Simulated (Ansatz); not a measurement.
Predict the output of the script below (Ansatz 0.2.0, Python API).

Contents of `alh3o2si.xyz`:
```text
7

O    -2.01110   -1.05030   -1.14620
Al   -0.87750   -0.61510    0.18450
O     0.67950   -0.97450    1.03570
Si    1.16470    0.61160    0.45860
H    -2.24030   -0.14000   -1.60670
H     1.15640    1.58610    1.56470
H     2.18960    0.51420   -0.53620
```

The script, `methods_alh3o2si.py`:
```python
import ansatz as az

BASIS_SET = "def2-SVP"


def main() -> None:
    mol = az.Crystal.molecule_from_extxyz("alh3o2si.xyz")

    calc = mol.calculation().basis(gaussian=BASIS_SET)

    methods = ["mp2", "ccsd", "ccsd_t"]
    reports = [calc.correlation(m).run().report for m in methods]
    print(f"Hartree-Fock reference {reports[0]['reference_energy_ev'] / 27.211386246:.6f} Ha")
    best = reports[-1]["free_energy_ev"] - reports[-1]["reference_energy_ev"]
    for method, each in zip(methods, reports):
        gained = each["free_energy_ev"] - each["reference_energy_ev"]
        print(f"{method:8s} total {each['free_energy_ev'] / 27.211386246:.6f} Ha  correlation {gained:9.4f} eV  ({100 * gained / best:.1f} % of the last)")


if __name__ == "__main__":
    main()
```

```console
$ python methods_alh3o2si.py
Hartree-Fock reference -682.052459 Ha
mp2      total -682.592299 Ha  correlation  -14.6898 eV  (92.9 % of the last)
ccsd     total -682.616342 Ha  correlation  -15.3440 eV  (97.1 % of the last)
ccsd_t   total -682.633443 Ha  correlation  -15.8094 eV  (100.0 % of the last)
```

Total energies depend on the basis set; only differences at equal settings carry meaning. The geometry is a force-field or estimated start, not a minimum of this method, and the basis set is short of its limit. A lower total doesn't mark the better method: functionals have no common bound, and MP2 and coupled cluster aren't variational. Inner cores stay frozen, so this is valence correlation. Run time: 13 s on 1 thread of Arm Neoverse N1 (shared host), peak memory 0.26 GiB.

(Lines on the test bed's own set-up are left out of the output.)
